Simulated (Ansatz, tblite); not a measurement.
# Ti(OH)F3 (F3HOTi): charged states by level of theory

Aim: the energy of removing and adding an electron for Ti(OH)F3 (F3HOTi), by energy differences, and how well orbital energies stand in for it.

Program: Ansatz 0.2.0, Gaussian basis. Level of theory: as each input shows. These are calculated values, not measurements.

Levels to be run: charge +1 doublet, at the geometry of the singlet (PBE0-D4/def2-TZVP, PBE-D4/def2-TZVP, r2SCAN-D4/def2-TZVP); charge -1 doublet, at the geometry of the singlet (PBE0-D4/def2-TZVPD, PBE-D4/def2-TZVPD, r2SCAN-D4/def2-TZVPD); the starting singlet's energies come from earlier runs.

## 1. The structure

The geometry is that of the singlet, from an earlier relaxation (PBE-D4/def2-SVP).

6 atoms, charge 0, spin multiplicity 1.

Atoms are counted from 1 here; the program's logs count them from 0.

Bond lengths: Ti1–O2 1.773 Å, Ti1–F4 1.753 Å, Ti1–F5 1.753 Å, Ti1–F6 1.752 Å, O2–H3 0.973 Å. Angles: O2–Ti1–F4 109.7°, O2–Ti1–F5 109.7°, O2–Ti1–F6 108.9°, F4–Ti1–F5 107.6°, F4–Ti1–F6 110.5°, F5–Ti1–F6 110.5°, Ti1–O2–H3 136.5°.

Coordinates:

```xyz
6

Ti   -0.0648   -0.1207   -0.4116
O    -0.0388   -0.0467    1.3596
H     0.3019    0.5640    2.0360
F     1.5764   -0.1110   -1.0273
F    -0.8780    1.2950   -1.0499
F    -0.8966   -1.5807   -0.9067
```

Formally the metal is d0. No spin-orbit coupling is included.

## 2. Charge +1 doublet at the fixed geometry, first pass, PBE0-D4/def2-SVP

The input, in.yaml:

```yaml
crystal:
  periodic: [false, false, false]
  atoms:
    - {symbol: Ti, position_ang: [-0.064833, -0.120655, -0.411610]}
    - {symbol: O, position_ang: [-0.038828, -0.046724, 1.359618]}
    - {symbol: H, position_ang: [0.301860, 0.564039, 2.035957]}
    - {symbol: F, position_ang: [1.576376, -0.110981, -1.027325]}
    - {symbol: F, position_ang: [-0.877989, 1.294986, -1.049922]}
    - {symbol: F, position_ang: [-0.896587, -1.580665, -0.906718]}
basis:
  gaussian: {orbitals: def2-SVP}
total_charge: 1
magnetization: {spin_polarized: true, initial_magnetization: 1}
hamiltonian: {xc: pbe0, dispersion: d4}
output: {orbitals: {seedname: orbitals}}
```

Launch:

```sh
$ ansatz run in.yaml --threads 4 --pin off --events-out ev --progress --plain --max-ram 3916MiB
```

The program printed:

```text
Functional definition: PBE0
  name "PBE0"
  cite "Adamo & Barone, J. Chem. Phys. 110, 6158 (1999) doi:10.1063/1.478522"
  cite "Perdew, Burke & Ernzerhof, Phys. Rev. Lett. 77, 3865 (1996) doi:10.1103/PhysRevLett.77.3865"
  parent pbe
  parameter a = 0.25
  parameter kappa = 0.804
  parameter beta = 0.06672455060314922
  exchange = (1 - a)*pbe_x(kappa = kappa, mu = beta*pi^2/3) + a*exact_x
  correlation = pbe_c(beta = beta)
909 factors; integrals over basis functions are off by at most 1.3e-3 eV
mean field evaluation 1: about -33279.9007 eV, gradient 7.0e1 eV
mean field evaluation 2: about -32796.5481 eV, gradient 3.6e2 eV
mean field evaluation 4: about -33280.4546 eV, gradient 6.2e1 eV
mean field evaluation 8: about -33297.1724 eV, gradient 3.8e-1 eV
mean field evaluation 16: about -33297.2714 eV, gradient 1.0e-2 eV
mean field evaluation 32: about -33297.2714 eV, gradient 9.7e-5 eV
mean field -33297.27138235 eV, -1223.6521536001 hartree, gradient 8.2e-6 eV, S^2 0.760436; 4 other end points of the search recorded, 0 dependent functions left out
reference -33297.27147473 eV, -1223.6521569952 hartree; 29, 28 occupied and 63, 64 virtual orbitals, 909 factors
Total energy: -33297.34727982 eV, -1223.6549427806 hartree
```

Wall time 4.8 s (4 threads of Arm Neoverse V1, shared host).

HOMO -17.92 eV, LUMO -15.36 eV (over both spins); ⟨S²⟩ 0.760 (pure: 0.75).

## 3. Charge +1 doublet at the fixed geometry, PBE0-D4/def2-TZVP

start.molden holds the orbitals of an earlier run on this state, given as this run's starting guess.

in.yaml, as its differences from that of step 2:

```diff
@@ -10,3 +10,3 @@
 basis:
-  gaussian: {orbitals: def2-SVP}
+  gaussian: {orbitals: def2-TZVP, initial_orbitals: start.molden}
 total_charge: 1
@@ -14,2 +14,3 @@
 hamiltonian: {xc: pbe0, dispersion: d4}
+scf: {omitted_lower_state_checks: [starts]}
 output: {orbitals: {seedname: orbitals}}
```

Same command.

The program printed:

```text
Functional definition: PBE0
  name "PBE0"
  cite "Adamo & Barone, J. Chem. Phys. 110, 6158 (1999) doi:10.1063/1.478522"
  cite "Perdew, Burke & Ernzerhof, Phys. Rev. Lett. 77, 3865 (1996) doi:10.1103/PhysRevLett.77.3865"
  parent pbe
  parameter a = 0.25
  parameter kappa = 0.804
  parameter beta = 0.06672455060314922
  exchange = (1 - a)*pbe_x(kappa = kappa, mu = beta*pi^2/3) + a*exact_x
  correlation = pbe_c(beta = beta)
these checks for a lower state are left out or cut short: starts
1129 factors; their error is unknown
mean field evaluation 1: about -33307.5101 eV, gradient 1.6e2 eV
mean field evaluation 2: about -33312.7045 eV, gradient 5.3e0 eV
mean field evaluation 4: about -33312.9911 eV, gradient 2.2e-1 eV
mean field evaluation 8: about -33312.9914 eV, gradient 2.4e-5 eV
mean field -33312.99138366 eV, -1224.2298529930 hartree, gradient 1.4e-5 eV, S^2 0.759616; 0 other end points of the search recorded, 0 dependent functions left out
reference -33312.99141347 eV, -1224.2298540885 hartree; 29, 28 occupied and 146, 147 virtual orbitals, 1129 factors
Total energy: -33313.06721855 eV, -1224.2326398739 hartree
Checks for a lower state left out: starts
```

It took 9.5 s on 4 threads of Arm Neoverse V1, shared host; peak memory 0.77 GiB.

Report: HOMO -17.92 eV, LUMO -15.32 eV (over both spins); ⟨S²⟩ 0.760 (pure: 0.75).

## 4. Charge +1 doublet at the fixed geometry, PBE-D4/def2-TZVP

in.yaml, as its differences from that of step 3:

```diff
@@ -13,3 +13,3 @@
 magnetization: {spin_polarized: true, initial_magnetization: 1}
-hamiltonian: {xc: pbe0, dispersion: d4}
+hamiltonian: {xc: pbe, dispersion: d4}
 scf: {omitted_lower_state_checks: [starts]}
```

Same command.

The program printed:

```text
Functional definition: PBE
  name "PBE"
  cite "Perdew, Burke & Ernzerhof, Phys. Rev. Lett. 77, 3865 (1996) doi:10.1103/PhysRevLett.77.3865"
  parent pbe
  parameter kappa = 0.804
  parameter beta = 0.06672455060314922
  exchange = pbe_x(kappa = kappa, mu = beta*pi^2/3)
  correlation = pbe_c(beta = beta)
these checks for a lower state are left out or cut short: starts
1076 factors; their error is unknown
mean field evaluation 1: about -33313.3093 eV, gradient 9.2e0 eV
mean field evaluation 2: about -33313.7194 eV, gradient 1.9e0 eV
mean field evaluation 4: about -33313.7353 eV, gradient 2.5e-1 eV
mean field evaluation 8: about -33313.7415 eV, gradient 3.9e-2 eV
mean field evaluation 16: about -33313.7425 eV, gradient 2.7e-4 eV
mean field -33313.74252553 eV, -1224.2574569477 hartree, gradient 2.9e-6 eV, S^2 0.756446; 0 other end points of the search recorded, 0 dependent functions left out
reference -33313.74256783 eV, -1224.2574585019 hartree; 29, 28 occupied and 146, 147 virtual orbitals, 1076 factors
Total energy: -33313.83293527 eV, -1224.2607794443 hartree
Checks for a lower state left out: starts
```

It took 9 s on 4 threads of Arm Neoverse V1, shared host.

From the report: HOMO -16.28 eV, LUMO -16.15 eV (over both spins); ⟨S²⟩ 0.756 (pure: 0.75).

## 5. Charge +1 doublet at the fixed geometry, r2SCAN-D4/def2-TZVP

in.yaml, as its differences from that of step 4:

```diff
@@ -13,3 +13,3 @@
 magnetization: {spin_polarized: true, initial_magnetization: 1}
-hamiltonian: {xc: pbe, dispersion: d4}
+hamiltonian: {xc: r2scan, dispersion: d4}
 scf: {omitted_lower_state_checks: [starts]}
```

Same command.

The program printed, shortened:

```text
Functional definition: r2SCAN
  name "r2SCAN"
  cite "Furness, Kaplan, Ning, Perdew & Sun, J. Phys. Chem. Lett. 11, 8208 (2020) doi:10.1021/acs.jpclett.0c02405"
  cite "Furness, Kaplan, Ning, Perdew & Sun, J. Phys. Chem. Lett. 11, 9248 (2020) doi:10.1021/acs.jpclett.0c03077"
  parent r2scan
[...]
1076 factors; their error is unknown
[...]
mean field -33324.13614025 eV, -1224.6394152434 hartree, gradient 4.4e-6 eV, S^2 0.761317; 0 other end points of the search recorded, 0 dependent functions left out
reference -33324.13615311 eV, -1224.6394157160 hartree; 29, 28 occupied and 146, 147 virtual orbitals, 1076 factors
Total energy: -33324.15708711 eV, -1224.6401850262 hartree
Checks for a lower state left out: starts
```

Run time: 17 s. Hardware: 4 threads of Arm Neoverse V1, shared host.

HOMO -16.51 eV, LUMO -16.05 eV (over both spins); ⟨S²⟩ 0.761 (pure: 0.75).

## 6. Vertical ionisation energy

Charged state less starting state, singlet to doublet; the starting state's energies are those of its earlier runs.

```
              level  vertical ionisation energy (eV)  time
   PBE-D4/def2-TZVP                           +12.56  10 s
r2SCAN-D4/def2-TZVP                           +12.72  20 s
  PBE0-D4/def2-TZVP                           +12.94  12 s
```

Times add the two runs; a level without a time comes out of a correlated run.

Beside −ε(HOMO) of the starting state:

```
              level  −ε(HOMO) (eV)  by difference (eV)  mismatch (eV)
   PBE-D4/def2-TZVP           8.76               12.56          -3.80
r2SCAN-D4/def2-TZVP           9.19               12.72          -3.53
  PBE0-D4/def2-TZVP          10.56               12.94          -2.38
```

## 7. Charge -1 doublet at the fixed geometry, first pass, PBE0-D4/def2-SVP

in.yaml, as its differences from that of step 5:

```diff
@@ -10,7 +10,6 @@
 basis:
-  gaussian: {orbitals: def2-TZVP, initial_orbitals: start.molden}
-total_charge: 1
+  gaussian: {orbitals: def2-SVP}
+total_charge: -1
 magnetization: {spin_polarized: true, initial_magnetization: 1}
-hamiltonian: {xc: r2scan, dispersion: d4}
-scf: {omitted_lower_state_checks: [starts]}
+hamiltonian: {xc: pbe0, dispersion: d4}
 output: {orbitals: {seedname: orbitals}}
```

Same command.

The program printed, shortened:

```text
Functional definition: PBE0
  name "PBE0"
  cite "Adamo & Barone, J. Chem. Phys. 110, 6158 (1999) doi:10.1063/1.478522"
  cite "Perdew, Burke & Ernzerhof, Phys. Rev. Lett. 77, 3865 (1996) doi:10.1103/PhysRevLett.77.3865"
  parent pbe
[...]
909 factors; integrals over basis functions are off by at most 1.3e-3 eV
[...]
mean field -33310.07232309 eV, -1224.1225794955 hartree, gradient 9.0e-6 eV, S^2 0.751782; 7 other end points of the search recorded, 0 dependent functions left out
reference -33310.07238618 eV, -1224.1225818143 hartree; 30, 29 occupied and 62, 63 virtual orbitals, 909 factors
Total energy: -33310.17254412 eV, -1224.1262625505 hartree
```

Run time: 7 s. Hardware: 4 threads of Arm Neoverse V1, shared host.

Report: HOMO 2.85 eV, LUMO 4.34 eV (over both spins); ⟨S²⟩ 0.752 (pure: 0.75). Doubts: highest occupied level lies above zero.

## 8. Charge -1 doublet at the fixed geometry, PBE0-D4/def2-TZVPD

in.yaml, as its differences from that of step 7:

```diff
@@ -10,3 +10,3 @@
 basis:
-  gaussian: {orbitals: def2-SVP}
+  gaussian: {orbitals: def2-TZVPD, initial_orbitals: start.molden}
 total_charge: -1
@@ -14,2 +14,3 @@
 hamiltonian: {xc: pbe0, dispersion: d4}
+scf: {omitted_lower_state_checks: [starts]}
 output: {orbitals: {seedname: orbitals}}
```

Launched as before.

The program printed:

```text
Functional definition: PBE0
  name "PBE0"
  cite "Adamo & Barone, J. Chem. Phys. 110, 6158 (1999) doi:10.1063/1.478522"
  cite "Perdew, Burke & Ernzerhof, Phys. Rev. Lett. 77, 3865 (1996) doi:10.1103/PhysRevLett.77.3865"
  parent pbe
  parameter a = 0.25
  parameter kappa = 0.804
  parameter beta = 0.06672455060314922
  exchange = (1 - a)*pbe_x(kappa = kappa, mu = beta*pi^2/3) + a*exact_x
  correlation = pbe_c(beta = beta)
these checks for a lower state are left out or cut short: starts
1316 factors; their error is unknown
mean field evaluation 1: about -33320.0199 eV, gradient 1.6e2 eV
mean field evaluation 2: about -33325.6897 eV, gradient 7.0e0 eV
mean field evaluation 4: about -33326.3004 eV, gradient 4.5e-2 eV
mean field evaluation 8: about -33326.4440 eV, gradient 1.6e-5 eV
mean field -33326.44404601 eV, -1224.7242292158 hartree, gradient 8.8e-6 eV, S^2 0.752533; 0 other end points of the search recorded, 0 dependent functions left out
reference -33326.44410397 eV, -1224.7242313458 hartree; 30, 29 occupied and 187, 188 virtual orbitals, 1316 factors
Total energy: -33326.54426191 eV, -1224.7279120821 hartree
Checks for a lower state left out: starts
```

It took 19 s on 4 threads of Arm Neoverse V1, shared host; peak memory 1.1 GiB.

Report: HOMO 1.86 eV, LUMO 3.28 eV (over both spins); ⟨S²⟩ 0.753 (pure: 0.75). Doubts: highest occupied level lies above zero.

## 9. Charge -1 doublet at the fixed geometry, PBE-D4/def2-TZVPD

in.yaml, as its differences from that of step 8:

```diff
@@ -13,3 +13,3 @@
 magnetization: {spin_polarized: true, initial_magnetization: 1}
-hamiltonian: {xc: pbe0, dispersion: d4}
+hamiltonian: {xc: pbe, dispersion: d4}
 scf: {omitted_lower_state_checks: [starts]}
```

The command is unchanged.

The program printed:

```text
Functional definition: PBE
  name "PBE"
  cite "Perdew, Burke & Ernzerhof, Phys. Rev. Lett. 77, 3865 (1996) doi:10.1103/PhysRevLett.77.3865"
  parent pbe
  parameter kappa = 0.804
  parameter beta = 0.06672455060314922
  exchange = pbe_x(kappa = kappa, mu = beta*pi^2/3)
  correlation = pbe_c(beta = beta)
these checks for a lower state are left out or cut short: starts
1252 factors; their error is unknown
mean field evaluation 1: about -33326.0700 eV, gradient 8.9e0 eV
mean field evaluation 2: about -33326.5387 eV, gradient 1.5e0 eV
mean field evaluation 4: about -33326.5960 eV, gradient 6.6e-3 eV
mean field evaluation 8: about -33326.5859 eV, gradient 1.8e-5 eV
mean field evaluation 16: about -33326.5859 eV, gradient 4.6e-6 eV
mean field -33326.58591318 eV, -1224.7294427382 hartree, gradient 4.6e-6 eV, S^2 0.751466; 0 other end points of the search recorded, 0 dependent functions left out
reference -33326.58597115 eV, -1224.7294448686 hartree; 30, 29 occupied and 187, 188 virtual orbitals, 1252 factors
Total energy: -33326.70516774 eV, -1224.7338252625 hartree
Checks for a lower state left out: starts
```

It took 11 s on 4 threads of Arm Neoverse V1, shared host.

Report: HOMO 2.23 eV, LUMO 2.50 eV (over both spins); ⟨S²⟩ 0.751 (pure: 0.75). Doubts: highest occupied level lies above zero.

## 10. Charge -1 doublet at the fixed geometry, r2SCAN-D4/def2-TZVPD

in.yaml, as its differences from that of step 9:

```diff
@@ -13,3 +13,3 @@
 magnetization: {spin_polarized: true, initial_magnetization: 1}
-hamiltonian: {xc: pbe, dispersion: d4}
+hamiltonian: {xc: r2scan, dispersion: d4}
 scf: {omitted_lower_state_checks: [starts]}
```

The command is unchanged.

The program printed:

```text
Functional definition: r2SCAN
  name "r2SCAN"
  cite "Furness, Kaplan, Ning, Perdew & Sun, J. Phys. Chem. Lett. 11, 8208 (2020) doi:10.1021/acs.jpclett.0c02405"
  cite "Furness, Kaplan, Ning, Perdew & Sun, J. Phys. Chem. Lett. 11, 9248 (2020) doi:10.1021/acs.jpclett.0c03077"
  parent r2scan
  parameter k0 = 0.174
  parameter k1 = 0.065
  parameter a1 = 4.9479
  exchange = r2scan_x(k0 = k0, k1 = k1, a1 = a1)
  correlation = r2scan_c
these checks for a lower state are left out or cut short: starts
1252 factors; their error is unknown
mean field evaluation 1: about -33336.9277 eV, gradient 4.6e0 eV
mean field evaluation 2: about -33337.1480 eV, gradient 1.9e0 eV
mean field evaluation 4: about -33337.1544 eV, gradient 1.5e-1 eV
mean field evaluation 8: about -33337.1546 eV, gradient 5.0e-5 eV
mean field -33337.15455650 eV, -1225.1178332165 hartree, gradient 6.9e-6 eV, S^2 0.753063; 0 other end points of the search recorded, 0 dependent functions left out
reference -33337.15460794 eV, -1225.1178351067 hartree; 30, 29 occupied and 187, 188 virtual orbitals, 1252 factors
Total energy: -33337.18274571 eV, -1225.1188691507 hartree
Checks for a lower state left out: starts
```

Wall time 23 s (4 threads of Arm Neoverse V1, shared host).

HOMO 2.28 eV, LUMO 2.64 eV (over both spins); ⟨S²⟩ 0.753 (pure: 0.75). Doubts: highest occupied level lies above zero.

## 11. Vertical electron affinity

Starting state less charged state (positive: the electron is bound), singlet to doublet; the starting state's energies are those of its earlier runs.

```
               level  vertical electron affinity (eV)  time
   PBE-D4/def2-TZVPD                            +0.19  13 s
r2SCAN-D4/def2-TZVPD                            +0.19  27 s
  PBE0-D4/def2-TZVPD                            +0.41  22 s
```

Times add the two runs; a level without a time comes out of a correlated run.

Beside −ε(LUMO) of the starting state:

```
               level  −ε(LUMO) (eV)  by difference (eV)  mismatch (eV)
   PBE-D4/def2-TZVPD           3.63                0.19          +3.44
r2SCAN-D4/def2-TZVPD           3.58                0.19          +3.39
  PBE0-D4/def2-TZVPD           2.67                0.41          +2.26
```

## 12. Results

| quantity | value |
| --- | --- |
| vertical ionisation energy, functionals in def2-TZVP | 12.56 (PBE-D4) to 12.94 eV (PBE0-D4) |
| vertical electron affinity, functionals in def2-TZVPD | 0.19 (r2SCAN-D4) to 0.41 eV (PBE0-D4) |

**Reading.** The vertical ionisation energy spans 12.56 to 12.94 eV over the functionals. −ε(HOMO) misses the level's own difference by -2.38 eV at best (PBE0-D4) and -3.80 eV at worst (PBE-D4). The vertical electron affinity spans 0.19 to 0.41 eV over the functionals. The anion's highest level lies above zero where self-interaction lifts it, so diffuse functions weigh on these values. −ε(LUMO) misses the level's own difference by +2.26 eV at best (PBE0-D4) and +3.44 eV at worst (PBE-D4). The charged states' spins were chosen beforehand and needn't be their lowest.

The anion's highest level is positive in at least one run, so there the basis alone may hold the extra electron.
